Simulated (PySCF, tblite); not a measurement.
# C4H11BN2O2: geometry, infrared bands and NMR shifts

Wanted: the infrared bands and NMR shifts of C4H11BN2O2 (`CO/C(C)=C/OB(N)N`), by calculation.

Programs: tblite 0.8.0 and PySCF 2.14.0, with density-fitted response routines of our own. Each step states its level of theory. These are calculated values for one molecule in the gas phase, unless marked as measured. Atoms are numbered from 0 throughout.

## (1) The starting structure

20 atoms, charge 0, multiplicity 1; geometry from: force field or distance geometry start.

Bonds of the start (Å): C0–O1 1.40, O1–C2 1.41, C2–C3 1.48, C2–C4 1.32, C4–O5 1.39, O5–B6 1.49, B6–N7 1.52, B6–N8 1.50, C0–H9 1.13, C0–H10 1.12, C0–H11 1.12, C3–H12 1.09, C3–H13 1.13, C3–H14 1.13, C4–H15 1.08, N7–H16 1.07, N7–H17 1.03, N8–H18 1.04, N8–H19 1.03.

## (2) Relaxing the molecule with GFN2-xTB

What the job is given:

```
{"job": {"kind": "relax", "xc": "GFN2-xTB", "basis": "xTB"}, "charge": 0, "multiplicity": 1}
C     -3.243500     0.996400    -0.291200
O     -2.244900     0.577500     0.599100
C     -1.111500     0.003200    -0.001800
C     -1.207500    -1.431700    -0.333400
C     -0.034400     0.701500    -0.287300
O      1.014000     0.035700    -0.907700
B      2.320000    -0.005800    -0.199100
N      2.917700    -1.383700     0.051300
N      3.093900     1.274600    -0.038500
H     -4.080900     1.425100     0.333100
H     -2.803800     1.792500    -0.948400
H     -3.621700     0.164300    -0.939900
H     -1.517500    -1.654100    -1.353400
H     -0.226900    -1.961800    -0.148300
H     -1.953200    -1.924500     0.358700
H     -0.019700     1.748300    -0.032300
H      2.137700    -2.040500     0.364500
H      3.682200    -1.379800     0.748600
H      2.778600     1.875800     0.750900
H      4.116300     1.197800    -0.137700
```

Run with:

```console
> OMP_NUM_THREADS=1 python probes_run.py task.json out
```

One launch serves the whole session: the jobs run in the order shown.

**Question.** This job is followed by: GFN2-xTB harmonic vibrations, gas phase; GIAO PBE0/pcSseg-1 NMR shielding, non-relativistic, gas phase. What will the session give for the following? strongest single infrared mode (GFN2-xTB); zero-point energy (GFN2-xTB); 13C shifts against TMS (PBE0/pcSseg-1); 1H shifts against TMS (PBE0/pcSseg-1, means over atoms taken as alike); 17O shifts against H2O (PBE0/pcSseg-1); 11B shifts against BF3·OEt2 (PBE0/pcSseg-1); 15N shifts against NH3 (PBE0/pcSseg-1, means over atoms taken as alike).

As calculated:

```
                                                               quantity                         value
                              strongest single infrared mode (GFN2-xTB)         1274 cm⁻¹, 856 km/mol
                                           zero-point energy (GFN2-xTB)                100.2 kcal/mol
                                 13C shifts against TMS (PBE0/pcSseg-1)  149.1, 131.6, 57.0, 11.6 ppm
 1H shifts against TMS (PBE0/pcSseg-1, means over atoms taken as alike)    6.65, 3.63, 2.09, 1.62 ppm
                                 17O shifts against H2O (PBE0/pcSseg-1)               118.6, 67.4 ppm
                            11B shifts against BF3·OEt2 (PBE0/pcSseg-1)                      19.3 ppm
15N shifts against NH3 (PBE0/pcSseg-1, means over atoms taken as alike)                      43.6 ppm
```

What this shows: Relaxing lowered the energy by 1.637 eV in 144 steps; the close pair that moved most is B6–N7, from 1.523 to 1.411 Å. The lowest mode is slightly imaginary (16i cm⁻¹), a soft motion within the noise of the Hessian, so the minimum is not strictly shown. The strongest single mode, at 1274 cm⁻¹, moves mainly B6. GFN2-xTB is a fitted tight-binding method: band positions and strengths are rough. Its intensities can rank the bands wrongly. At PBE0/pcSseg-1: The largest span, 183 ppm, is at O5, where the paramagnetic term is -182 ppm.
